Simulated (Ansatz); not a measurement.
# C₂H₉B₂N: how energies converge with the basis set

An exercise on one series of results from a longer session: the logs are not shown, and one member is left open.

Method: one geometry, several basis sets; program: Ansatz 0.2.0, Gaussian basis.

Levels to be run: PBE0-D4/def2-SVP; ωB97M-V/def2-SVP; PBE0-D4/def2-QZVPP; ωB97M-V/def2-QZVPP; the functionals' def2-TZVPP values are taken from earlier runs.

## Structure used throughout

All runs share one geometry, relaxed beforehand with PBE0-D4 in a triple-zeta def2 set.

SMILES `BN(B)CC`, 14 atoms, charge 0, spin multiplicity 1.

Atoms are counted from 1 here; the program's logs count them from 0.

Bond lengths: B1–N2 1.418 Å, B1–H6 1.199 Å, B1–H7 1.193 Å, N2–B3 1.418 Å, N2–C4 1.468 Å, B3–H8 1.199 Å, B3–H9 1.193 Å, C4–C5 1.515 Å, C4–H10 1.092 Å, C4–H11 1.092 Å, C5–H12 1.093 Å, C5–H13 1.092 Å, C5–H14 1.093 Å. Angles: N2–B1–H6 119.1°, N2–B1–H7 119.2°, H6–B1–H7 121.7°, B1–N2–B3 121.0°, B1–N2–C4 119.5°, B3–N2–C4 119.5°, N2–B3–H8 119.1°, N2–B3–H9 119.2°, H8–B3–H9 121.7°, N2–C4–C5 111.8°, N2–C4–H10 108.6°, N2–C4–H11 108.6°, C5–C4–H10 110.1°, C5–C4–H11 110.1°, H10–C4–H11 107.5°, C4–C5–H12 110.7°, C4–C5–H13 110.8°, C4–C5–H14 110.7° and more.

Set-up of the first run:

Contents of in.yaml:

```yaml
crystal:
  periodic: [false, false, false]
  atoms:
    - {symbol: B, position_ang: [-0.931792, -0.269935, 1.552974]}
    - {symbol: N, position_ang: [-0.222414, -0.584487, 0.365675]}
    - {symbol: B, position_ang: [0.694907, -1.665537, 0.326764]}
    - {symbol: C, position_ang: [-0.418654, 0.240591, -0.832547]}
    - {symbol: C, position_ang: [0.542356, 1.410612, -0.872768]}
    - {symbol: H, position_ang: [-1.702431, 0.648134, 1.545748]}
    - {symbol: H, position_ang: [-0.749420, -0.927254, 2.531453]}
    - {symbol: H, position_ang: [1.272255, -1.903721, -0.696317]}
    - {symbol: H, position_ang: [0.869406, -2.316447, 1.310950]}
    - {symbol: H, position_ang: [-0.281710, -0.388781, -1.714691]}
    - {symbol: H, position_ang: [-1.449770, 0.600924, -0.842092]}
    - {symbol: H, position_ang: [1.577610, 1.060237, -0.875744]}
    - {symbol: H, position_ang: [0.382164, 2.012392, -1.770257]}
    - {symbol: H, position_ang: [0.404493, 2.054071, -0.000148]}
basis:
  gaussian: {orbitals: def2-SVP}
hamiltonian: {xc: pbe0, dispersion: d4}
output: {orbitals: {seedname: orbitals}}
```

Command:

```bash
$ ansatz run in.yaml --threads 4 --pin off --events-out ev --progress --plain --max-ram 10444MiB
```

Steps of the session up to this table: PBE0-D4 in def2-SVP; ωB97M-V in def2-SVP; PBE0-D4 in def2-QZVPP; ωB97M-V in def2-QZVPP.

One table of the session follows, with a row left open; its other results are not shown here.

It belongs to the step «Functionals by basis». 

```
functional       basis  HOMO (eV)
   PBE0-D4    def2-SVP          ?
   PBE0-D4  def2-TZVPP      -8.69
   PBE0-D4  def2-QZVPP      -8.69
   ωB97M-V    def2-SVP     -11.00
   ωB97M-V  def2-TZVPP     -11.00
   ωB97M-V  def2-QZVPP     -11.00
```

Q: Estimate the row for PBE0-D4, def2-SVP from the others.

**Answer.** HOMO (eV): -8.70. In the column «HOMO (eV)» it lies between ωB97M-V, def2-QZVPP (-11.00) and PBE0-D4, def2-TZVPP (-8.69).
